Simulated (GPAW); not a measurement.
The system is Al3Pd.

```
Pd Al
1.0
     3.94691    0.00000    0.00000
     0.00000    3.94691    0.00000
     0.00000    0.00000    3.94691
Pd Al
1 3
Direct
  0.00000 0.00000 0.00000
  0.50000 0.50000 0.00000
  0.50000 0.00000 0.50000
  0.00000 0.50000 0.50000
```

The cell comes from a database or a generator and needn't be the stable form of this composition.

| Quantity | Value |
| --- | --- |
| Program | GPAW 26.7.0 |
| Task | relaxation of cell and atoms |
| Functional | PBEsol |
| Dispersion | D3 |
| Potentials or basis | PAW data sets generated in the run's folder for this functional |
| Cutoff | 600 eV |
| Basis | pw |
| k mesh | 7 × 7 × 7 |
| Occupations | fermi-dirac, width 0.05 eV |
| Spin | no spin polarisation |

At the start: pressure -4.2 GPa; volume 15.37 Å³/atom.

How do energy, volume and symmetry change on relaxing?

Over 3 steps the energy falls by 7.8 meV/atom and the volume is 14.78 Å³/atom (-3.9 %); space group Pm-3m (No. 221, to 0.05 Å).

The path:
```tsv
step	energy change (eV)	largest force (eV/Å)	pressure (GPa)	volume (Å³)
1	0.0000	0.0000	-4.24	61.49
2	-0.0067	0.0000	-3.79	61.22
3	-0.0312	0.0000	0.21	59.11
```

Final structure:
```
CELL_PARAMETERS angstrom
3.89546 0.00000 0.00000
0.00000 3.89546 0.00000
0.00000 0.00000 3.89546
ATOMIC_POSITIONS crystal
Pd 0.00000 0.00000 0.00000
Al 0.50000 0.50000 0.00000
Al 0.50000 0.00000 0.50000
Al 0.00000 0.50000 0.50000
```

Caveat: later steps reuse the first step's grids; pairwise dispersion overbinds metals, which lowers pressure and volume.
